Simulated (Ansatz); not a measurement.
**CH₆GaNO: one species, many methods**

One table from this session's results is given with a row withheld; the runs are named, their logs left out.

Method: functionals in def2-TZVPP, the program's frozen cores in correlated methods; program: Ansatz 0.2.0, Gaussian basis.

The runs, in order: LDA (SPW92), PBE-D4, revPBE-D4, BLYP-D4, r2SCAN-D4, B97M-V, PBE0-D4, B3LYP-D4, r2SCANh-D4, r2SCAN0-D4, HSE06-D4, BHLYP-D4, CAM-B3LYP-D4, LC-ωPBE, ωB97X-V, ωB97M-V, B2PLYP, PBE-QIDH; CCSD(T)/def2-SVP; CCSD(T)/def2-TZVPP; MP2/def2-QZVPP; extrapolation to the limit; RPA on PBE.

### Structure used throughout

All runs share one geometry, relaxed beforehand with PBE0-D4 in a triple-zeta def2 set.

SMILES `[CH3][Ga]([NH2])[OH]`, 10 atoms, charge 0, spin multiplicity 1.

Atoms are counted from 1 here; the program's logs count them from 0.

Bond lengths: C1–Ga2 1.955 Å, C1–H5 1.092 Å, C1–H6 1.091 Å, C1–H7 1.092 Å, Ga2–N3 1.809 Å, Ga2–O4 1.796 Å, N3–H8 1.005 Å, N3–H9 1.004 Å, O4–H10 0.958 Å. Angles: Ga2–C1–H5 110.4°, Ga2–C1–H6 111.2°, Ga2–C1–H7 110.4°, H5–C1–H6 108.5°, H5–C1–H7 107.8°, H6–C1–H7 108.5°, C1–Ga2–N3 125.9°, C1–Ga2–O4 123.2°, N3–Ga2–O4 110.9°, Ga2–N3–H8 122.7°, Ga2–N3–H9 124.8°, H8–N3–H9 112.5°, Ga2–O4–H10 114.0°.

The first run:

Input file in.yaml:

```yaml
crystal:
  periodic: [false, false, false]
  atoms:
    - {symbol: C, position_ang: [-1.438410, 0.605253, -0.277651]}
    - {symbol: Ga, position_ang: [0.382189, -0.085393, -0.099236]}
    - {symbol: N, position_ang: [1.049164, -0.960136, 1.336814]}
    - {symbol: O, position_ang: [1.627092, 0.080238, -1.383240]}
    - {symbol: H, position_ang: [-1.933242, 0.156438, -1.141416]}
    - {symbol: H, position_ang: [-2.031211, 0.388201, 0.611849]}
    - {symbol: H, position_ang: [-1.422161, 1.686869, -0.427022]}
    - {symbol: H, position_ang: [1.996285, -1.294766, 1.376972]}
    - {symbol: H, position_ang: [0.532612, -1.165880, 2.172900]}
    - {symbol: H, position_ang: [1.320784, 0.538174, -2.167068]}
basis:
  gaussian: {orbitals: def2-TZVPP}
hamiltonian: {xc: lda}
output: {orbitals: {seedname: orbitals}}
```

Command:

```
$ ansatz run in.yaml --threads 4 --pin off --events-out ev --progress --plain --max-ram 10444MiB
```

Among the steps run: LDA; PBE-D4 (GGA); revPBE-D4 (GGA); BLYP-D4 (GGA); r2SCAN-D4 (meta-GGA); B97M-V (meta-GGA); B3LYP-D4 (hybrid); r2SCANh-D4 (hybrid); r2SCAN0-D4 (hybrid); HSE06-D4 (hybrid); BHLYP-D4 (hybrid); CAM-B3LYP-D4 (range-separated); LC-ωPBE (range-separated); ωB97X-V (range-separated); ωB97M-V (range-separated); B2PLYP (double hybrid); PBE-QIDH (double hybrid).

One of the session's tables, all rows but one given; the rest of the session is left out.

It belongs to the step «Frontier levels by functional». 

| functional | HOMO (eV) | gap (eV) |
| --- | --- | --- |
| LDA (SPW92) | -5.87 | 5.03 |
| PBE-D4 | -5.67 | 5.00 |
| revPBE-D4 | ? | ? |
| BLYP-D4 | -5.55 | 4.86 |
| r2SCAN-D4 | -5.96 | 5.79 |
| B97M-V | -6.00 | 5.44 |
| PBE0-D4 | -7.08 | 7.27 |
| B3LYP-D4 | -6.84 | 6.67 |
| r2SCANh-D4 | -6.50 | 6.61 |
| r2SCAN0-D4 | -7.30 | 7.81 |
| HSE06-D4 | -6.67 | 6.49 |
| BHLYP-D4 | -8.41 | 9.25 |
| CAM-B3LYP-D4 | -8.55 | 9.53 |
| LC-ωPBE | -9.98 | 12.32 |
| ωB97X-V | -9.58 | 11.66 |
| ωB97M-V | -9.49 | 11.21 |

Estimate the missing values for revPBE-D4.

The run gave: HOMO (eV): -5.59; gap (eV): 5.03. In the column «HOMO (eV)» it lies between PBE-D4 (-5.67) and BLYP-D4 (-5.55).
